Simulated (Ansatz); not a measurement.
C₂H₄BF₂N, SMILES N=CCB(F)F, a geometry optimisation

Program: Ansatz 0.2.0, Python API.

The script, `opt.py`:
```python
# -*- coding: utf-8 -*-
"""Relax the C2H4BF2N molecule."""

import itertools
import warnings

import ansatz as az
from ase.data import atomic_numbers, covalent_radii
import numpy as np

warnings.simplefilter("ignore", az.DeckWarning)

geometry_ang = [
    ("N", (0.4474, -1.8551, -0.595)),
    ("C", (-0.2498, -1.1505, 0.285)),
    ("C", (0.1059, 0.2588, 0.6364)),
    ("B", (-0.2506, 1.2903, -0.4824)),
    ("F", (0.242, 1.1938, -1.8243)),
    ("F", (-1.2826, 2.3315, -0.1691)),
    ("H", (1.2266, -1.3971, -1.1054)),
    ("H", (-1.0382, -1.6042, 0.7925)),
    ("H", (1.2411, 0.3462, 0.8392)),
    ("H", (-0.3587, 0.5351, 1.626)),
]
geometry = az.Crystal.molecule()
for symbol, xyz in geometry_ang:
    geometry = geometry.atom(symbol, xyz)

calculation = geometry.calculation().basis(gaussian="6-31G*").functional("b3lyp")
symbols = [site.symbol for site in geometry.cartesian_sites]
start = np.array([site.position_ang for site in geometry.cartesian_sites], dtype=float)
def progress(event):
    if event["event"] == "relax_step":
        row = event["data"]
        print(f"step {row['step']:3d}  E = {row['lagrangian_ev']:.6f} eV  largest force component {row['allowed_force_max_ev_ang']:.4f} eV/A")


r = calculation.relax(force_tolerance=0.005).session().plan().execute(on_event=progress).report
end = np.array(r["positions_ang"])

print("reference energy %16.6f eV" % r["reference_energy_ev"])
print("total energy     %16.6f eV" % r["free_energy_ev"])
print("occupied orbitals outside the frozen core (up, down):", r["n_occupied"], " frozen:", r["n_frozen"], " virtual:", r["n_virtual"])

# pairs closer than 1.2 times the sum of covalent radii, before or after
radius = [covalent_radii[atomic_numbers[s]] for s in symbols]
span = lambda where, i, j: np.linalg.norm(where[i] - where[j])
bonded = [(i, j) for i, j in itertools.combinations(range(len(symbols)), 2) if min(span(start, i, j), span(end, i, j)) < 1.2 * (radius[i] + radius[j])]
print("pair        before    after (A)")
for i, j in bonded:
    print(f"{symbols[i]}{i}-{symbols[j]}{j}".ljust(10), f"{span(start, i, j):8.4f} {span(end, i, j):8.4f}")
with open("c2h4bf2n_opt.xyz", "w") as handle:
    handle.write(f"{len(symbols)}\nrelaxed C2H4BF2N\n")
    handle.writelines(f"{s:2s} {x:11.6f} {y:11.6f} {z:11.6f}\n" for s, (x, y, z) in zip(symbols, end))
```

`python opt.py` gives:
```text
step   1  E = -9740.829518 eV  largest force component 4.6157 eV/A
step   2  E = -9741.265727 eV  largest force component 4.8291 eV/A
step   3  E = -9741.456579 eV  largest force component 3.3011 eV/A
step   4  E = -9741.808420 eV  largest force component 1.5660 eV/A
step   5  E = -9741.935626 eV  largest force component 0.5471 eV/A
step   6  E = -9741.956305 eV  largest force component 0.5142 eV/A
step   7  E = -9741.969445 eV  largest force component 0.1262 eV/A
step   8  E = -9741.971383 eV  largest force component 0.0479 eV/A
step   9  E = -9741.971713 eV  largest force component 0.0210 eV/A
step  10  E = -9741.971942 eV  largest force component 0.0205 eV/A
[... 28 cycles left out ...]
step  39  E = -9742.010023 eV  largest force component 0.0385 eV/A
step  40  E = -9742.010151 eV  largest force component 0.0317 eV/A
step  41  E = -9742.010338 eV  largest force component 0.0272 eV/A
step  42  E = -9742.010420 eV  largest force component 0.0222 eV/A
step  43  E = -9742.010481 eV  largest force component 0.0173 eV/A
step  44  E = -9742.010517 eV  largest force component 0.0108 eV/A
step  45  E = -9742.010533 eV  largest force component 0.0099 eV/A
step  46  E = -9742.010537 eV  largest force component 0.0074 eV/A
step  47  E = -9742.010539 eV  largest force component 0.0054 eV/A
step  48  E = -9742.010541 eV  largest force component 0.0022 eV/A
reference energy     -9742.010725 eV
total energy         -9742.010725 eV
occupied orbitals outside the frozen core (up, down): [23, 23]  frozen: 0  virtual: [75, 75]
pair        before    after (A)
N0-C1        1.3255   1.2716
N0-H6        1.0380   1.0286
C1-C2        1.4954   1.5141
C1-H7        1.0416   1.0956
C2-B3        1.5629   1.5746
C2-H8        1.1565   1.0958
C2-H9        1.1276   1.1033
B3-F4        1.4327   1.3245
B3-F5        1.4991   1.3264
```

File `c2h4bf2n_opt.xyz` afterwards:
```text
10
relaxed C2H4BF2N
N     0.286839   -2.139267   -0.243953
C    -0.271666   -1.089277    0.206059
C     0.336870    0.283391    0.401284
B    -0.394776    1.399543   -0.434381
F     0.270431    2.351240   -1.071581
F    -1.718294    1.433347   -0.514581
H     1.272885   -1.954318   -0.471036
H    -1.329552   -1.171667    0.478693
H     1.412186    0.272112    0.190610
H     0.218177    0.563696    1.461787
```

Total energies depend on the basis set; only differences at equal settings carry meaning. The end point is the stationary point reached from this start; no frequency run checks that it is a minimum, and the basis set is modest. b3lyp holds the VWN-RPA fit, as in Gaussian; the form of ORCA and Turbomole is b3lyp5. The whole script took 2.7 min on 1 thread of Intel(R) Xeon(R) Platinum 8488C (Sapphire Rapids) (shared host), peak memory 0.28 GiB.

(A comment or docstring line of the script was reworded after the run, the code is as it ran; lines on the test bed's own set-up are left out of the output.)
